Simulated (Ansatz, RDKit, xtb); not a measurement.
# C4H9FSi2: which of the isomers drawn lies lowest?

A sample of isomers of C4H9FSi2 is drawn. Aim: find which of them has the lowest free energy at 298.15 K, then its properties. The sample is small against all isomers, and the most stable one of this formula need not be in it.

Plan: many cheap relaxations first (GFN2-xTB), then density-functional screening, relaxation at PBE-D3(BJ)/def2-SVP, vibrations (at GFN2-xTB) and a final energy. The numbers are computed, not measured.

### Step 1. Candidates

Isomers were taken from a list of plausible structures; this is a sample, not all of them. That gives 6 candidates.

| label | SMILES | spin |
| --- | --- | --- |
| c199 | FC[C@H]1C=C[SiH2][SiH2]1 | singlet |
| c248 | C=C/C([SiH3])=C\[SiH2]F | singlet |
| c538 | C[C@@H](F)[SiH2]C#C[SiH3] | singlet |
| c753 | C=C(F)[SiH]1C[SiH2]C1 | singlet |
| c764 | C=C1[SiH2][Si@@H](C)[C@H]1F | singlet |
| c916 | CC#C[Si@H](F)C[SiH3] | singlet |

Candidates are built by distance geometry, with a force field where one applies, in up to four conformers (letters a to d).

**Question.** With final energies at CCSD(T)/def2-SVP + MP2/def2-TZVPP - MP2/def2-SVP, which structure will this search put lowest in free energy, and by what margin?

| quantity | value |
| --- | --- |
| lowest structure found | CC#C[Si@H](F)C[SiH3], singlet |
| next finalist | C=C/C([SiH3])=C\[SiH2]F, singlet, 12.5 kcal/mol higher in G |
| share at equilibrium, among the finalists | 100.0 % |

The search ends on `CC#C[Si@H](F)C[SiH3]`. The margin of 12.5 kcal/mol over the next finalist is beyond the usual error of the last level; it says nothing of structures that weren't ranked. r2SCAN-D4/def2-SVP, PBE-D3(BJ)/def2-SVP, HF/def2-SVP and MP2/def2-SVP already put its bonding pattern lowest among the structures in one piece. One minimum inside the window was never screened. The search is not exhaustive (a finite list of starts, one conformer a finalist), so a lower isomer can't be ruled out. Only 6 drawn patterns were tried, so whole families of isomers are missing, and the result ranks this sample alone.
